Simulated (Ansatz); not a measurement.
# CH₅ClGaN: how energies converge with the basis set

The task here is to estimate one member of a computed series from the others.

Computed with Ansatz 0.2.0, Gaussian basis. Level: one geometry, several basis sets.

Levels to be run: PBE0-D4/def2-SVP; ωB97M-V/def2-SVP; PBE0-D4/def2-QZVPP; ωB97M-V/def2-QZVPP; the functionals' def2-TZVPP values are taken from earlier runs.

## Structure used throughout

An earlier PBE0-D4 in a triple-zeta def2 set relaxation fixed the geometry.

SMILES `[NH2][GaH][CH2]Cl`, 9 atoms, charge 0, spin multiplicity 1.

Atoms are counted from 1 here; the program's logs count them from 0.

Bond lengths: N1–Ga2 1.813 Å, N1–H5 1.006 Å, N1–H6 1.006 Å, Ga2–C3 1.979 Å, Ga2–H7 1.557 Å, C3–Cl4 1.801 Å, C3–H8 1.089 Å, C3–H9 1.089 Å. Angles: Ga2–N1–H5 123.7°, Ga2–N1–H6 124.1°, H5–N1–H6 111.7°, N1–Ga2–C3 116.6°, N1–Ga2–H7 119.1°, C3–Ga2–H7 124.3°, Ga2–C3–Cl4 104.4°, Ga2–C3–H8 114.2°, Ga2–C3–H9 114.7°, Cl4–C3–H8 107.0°, Cl4–C3–H9 106.8°, H8–C3–H9 109.0°.

The first run:

File in.yaml:

```yaml
crystal:
  periodic: [false, false, false]
  atoms:
    - {symbol: N, position_ang: [0.175460, 1.608053, -0.825528]}
    - {symbol: Ga, position_ang: [0.753599, -0.012271, -0.254536]}
    - {symbol: C, position_ang: [-0.464846, -1.016531, 0.938706]}
    - {symbol: Cl, position_ang: [-1.178056, -2.289340, -0.116663]}
    - {symbol: H, position_ang: [0.660848, 2.166126, -1.506880]}
    - {symbol: H, position_ang: [-0.719880, 2.001812, -0.591198]}
    - {symbol: H, position_ang: [2.128453, -0.546259, -0.754309]}
    - {symbol: H, position_ang: [-1.292985, -0.427647, 1.329834]}
    - {symbol: H, position_ang: [0.026008, -1.530243, 1.763374]}
basis:
  gaussian: {orbitals: def2-SVP}
hamiltonian: {xc: pbe0, dispersion: d4}
output: {orbitals: {seedname: orbitals}}
```

Started as:

```console
ansatz run in.yaml --threads 4 --pin off --events-out ev --progress --plain --max-ram 10444MiB
```

Among the steps run: PBE0-D4 in def2-SVP; ωB97M-V in def2-SVP; PBE0-D4 in def2-QZVPP; ωB97M-V in def2-QZVPP.

One of the session's tables, all rows but one given; the rest of the session is left out.

```
functional       basis  HOMO (eV)
   PBE0-D4    def2-SVP      -7.25
   PBE0-D4  def2-TZVPP      -7.42
   PBE0-D4  def2-QZVPP      -7.46
   ωB97M-V    def2-SVP          ?
   ωB97M-V  def2-TZVPP      -9.71
   ωB97M-V  def2-QZVPP      -9.76
```

Estimate the missing values for ωB97M-V, def2-SVP.

As computed: HOMO (eV): -9.51. In the column «HOMO (eV)» it lies between ωB97M-V, def2-TZVPP (-9.71) and PBE0-D4, def2-QZVPP (-7.46).
